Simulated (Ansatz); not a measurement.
# C₂H₇ClFNSi₂: a ladder of functionals and wavefunction methods

One table from this session's results is given with a row withheld; the runs are named, their logs left out.

Program: Ansatz 0.2.0, Gaussian basis. Level of theory: functionals in def2-TZVPP, the program's frozen cores in correlated methods. These are calculated values, not measurements.

Levels to be run: PBE-D4, r2SCAN-D4, PBE0-D4, B3LYP-D4, ωB97X-V, ωB97M-V, B2PLYP; CCSD(T)/def2-TZVPP; MP2/def2-QZVPP; extrapolation to the limit.

## The relaxed structure

All runs share one geometry, relaxed beforehand with PBE0-D4 in a triple-zeta def2 set.

SMILES `C=C[SiH](F)N[SiH2]Cl`, 14 atoms, charge 0, spin multiplicity 1.

Atoms are counted from 1 here; the program's logs count them from 0.

Bond lengths: C1–C2 1.331 Å, C1–H8 1.086 Å, C1–H9 1.086 Å, C2–Si3 1.844 Å, C2–H10 1.089 Å, Si3–F4 1.602 Å, Si3–N5 1.718 Å, Si3–H11 1.481 Å, N5–Si6 1.714 Å, N5–H12 1.011 Å, Si6–Cl7 2.064 Å, Si6–H13 1.476 Å, Si6–H14 1.479 Å. Angles: C2–C1–H8 121.5°, C2–C1–H9 122.1°, H8–C1–H9 116.4°, C1–C2–Si3 122.6°, C1–C2–H10 118.6°, Si3–C2–H10 118.8°, C2–Si3–F4 107.1°, C2–Si3–N5 109.7°, C2–Si3–H11 114.7°, F4–Si3–N5 111.2°, F4–Si3–H11 106.0°, N5–Si3–H11 108.1°, Si3–N5–Si6 128.2°, Si3–N5–H12 116.1°, Si6–N5–H12 115.5°, N5–Si6–Cl7 112.3°, N5–Si6–H13 109.9°, N5–Si6–H14 109.2° and more.

The first run:

Input file in.yaml:

```yaml
crystal:
  periodic: [false, false, false]
  atoms:
    - {symbol: C, position_ang: [0.201891, -2.327907, -0.685328]}
    - {symbol: C, position_ang: [0.663695, -1.305731, 0.030913]}
    - {symbol: Si, position_ang: [-0.396523, -0.356988, 1.204336]}
    - {symbol: F, position_ang: [-1.868369, -0.983990, 1.123121]}
    - {symbol: N, position_ang: [-0.404723, 1.303644, 0.765950]}
    - {symbol: Si, position_ang: [-0.073030, 1.997849, -0.765459]}
    - {symbol: Cl, position_ang: [1.946663, 2.302019, -1.065794]}
    - {symbol: H, position_ang: [-0.831487, -2.653112, -0.609825]}
    - {symbol: H, position_ang: [0.832181, -2.879768, -1.376832]}
    - {symbol: H, position_ang: [1.707385, -1.017194, -0.084400]}
    - {symbol: H, position_ang: [0.010875, -0.455602, 2.624739]}
    - {symbol: H, position_ang: [-0.558589, 1.960922, 1.518199]}
    - {symbol: H, position_ang: [-0.518986, 1.085822, -1.836626]}
    - {symbol: H, position_ang: [-0.710994, 3.330036, -0.843004]}
basis:
  gaussian: {orbitals: def2-TZVPP}
hamiltonian: {xc: pbe, dispersion: d4}
output: {forces: true, orbitals: {seedname: orbitals}}
```

Launch:

```sh
ansatz run in.yaml --threads 2 --pin off --events-out ev --progress --plain --max-ram 31744MiB --backend cuda --devices 0, --max-vram 18GiB
```

Steps of the session up to this table: PBE-D4 (GGA); r2SCAN-D4 (meta-GGA); PBE0-D4 (hybrid); B3LYP-D4 (hybrid); ωB97X-V (range-separated); ωB97M-V (range-separated); B2PLYP (double hybrid); CCSD(T) in def2-TZVPP; MP2 in def2-QZVPP.

One table of the session follows, with a row left open; its other results are not shown here.

It belongs to the step «Atomisation energies». 

| method | atomisation energy (kcal/mol) |
| --- | --- |
| PBE-D4 | 1290.2 |
| r2SCAN-D4 | 1276.1 |
| PBE0-D4 | ? |
| B3LYP-D4 | 1274.0 |
| ωB97X-V | 1281.4 |
| ωB97M-V | 1281.2 |
| B2PLYP | 1260.5 |
| HF/def2-TZVPP | 944.6 |
| MP2/def2-TZVPP | 1264.5 |
| CCSD/def2-TZVPP | 1222.3 |
| CCSD(T)/def2-TZVPP | 1240.9 |
| MP2/CBS | 1301.9 |
| CCSD(T)/CBS | 1278.2 |

Q: Estimate the row for PBE0-D4 from the others.

As computed: atomisation energy (kcal/mol): 1272.0. In the column «atomisation energy (kcal/mol)» it lies between MP2/def2-TZVPP (1264.5) and B3LYP-D4 (1274.0).

To keep in mind: Free atoms (2 C, 2 Si, 1 F, 1 N, 1 Cl, 7 H) were run apart at each level; the atomisation energy is their sum less the molecule, without zero-point or spin-orbit terms.
